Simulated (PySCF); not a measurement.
# A diatomic session: CsF+

The task here is to estimate one member of a computed series from the others.

The runs use PySCF 2.14.0; Cs def2-SVP with ECP46, F def2-SVP, scalar-relativistic core potentials.

The first run:

A driver script around PySCF takes these settings:

| Quantity | Value |
| --- | --- |
| atoms | Cs, F |
| charge | 1 |
| basis | Cs def2-SVP with ECP46, F def2-SVP |
| Hamiltonian | scalar-relativistic core potentials |
| basis functions | 38 |
| electrons treated | 17 |
| masses in u | 132.9054, 18.9984 |
| levels | PBE0, PBE, r²SCAN, PW91, TPSSh, B3LYP, HF, MP2, SCS-MP2, CCSD, CCSD(T) |
| grid | 80 radial by 434 angular points |
| occupations | held fixed by the projection of orbital angular momentum |
| dissociation limit | Cs+ + F, each in its ground configuration |
| starting distance in angstrom | 2.920 |
| values of 2S to try | 1, 3 |

Started as:

```bash
> OMP_NUM_THREADS=1 python dia.py task.json out
```

Among the steps run: Set-up; The PBE0 curve of the state that the search chose; Excited determinants; PBE (GGA); r²SCAN (meta-GGA); PW91 (GGA); TPSSh; B3LYP; UHF (mean field); MP2 and coupled cluster.

One of the session's tables, all rows but one given; the rest of the session is left out.

Energy (eV) from each level's lowest point:

| R (Å) | UHF | UHF-MP2 | UHF-SCS-MP2 | UHF-CCSD | UHF-CCSD(T) |
| --- | --- | --- | --- | --- | --- |
| 2.777 | 0.177 | 0.150 | 0.155 | n/a | n/a |
| 2.906 | 0.088 | 0.068 | 0.070 | 0.068 | 0.066 |
| 3.035 | 0.038 | 0.024 | 0.026 | 0.024 | 0.022 |
| 3.132 | ? | ? | ? | ? | ? |
| 3.229 | 0.006 | 0.001 | 0.001 | 0.000 | 0.000 |
| 3.326 | 0.000 | 0.000 | 0.000 | 0.000 | 0.000 |
| 3.455 | 0.000 | 0.006 | 0.005 | 0.006 | 0.006 |
| 3.616 | 0.006 | 0.018 | 0.017 | 0.018 | 0.019 |
| 3.810 | 0.016 | 0.035 | 0.033 | 0.035 | 0.037 |
| 4.069 | 0.031 | 0.056 | 0.054 | n/a | n/a |

**Question.** Estimate the row for R (Å) = 3.132.

Worked estimate for «UHF». A straight line through the neighbours (3.035, 0.038) and (3.229, 0.006) gives 0.038 + (0.006 − 0.038) × (3.132 − 3.035) / (3.229 − 3.035) = 0.022; a parabola fitted to 4 rows on both sides gives 0.017.

The run gave: UHF: 0.017; UHF-MP2: 0.007; UHF-SCS-MP2: 0.009; UHF-CCSD: 0.007; UHF-CCSD(T): 0.007. In «UHF» the line misses by +0.005 and the parabola by 0.000.

State 2 has its PBE0 minimum 0.13 eV higher. The other levels ran on the lowest alone.

Limits of these values: The bond is weak, and basis-set superposition, which was not computed, may be a sizeable part of it.
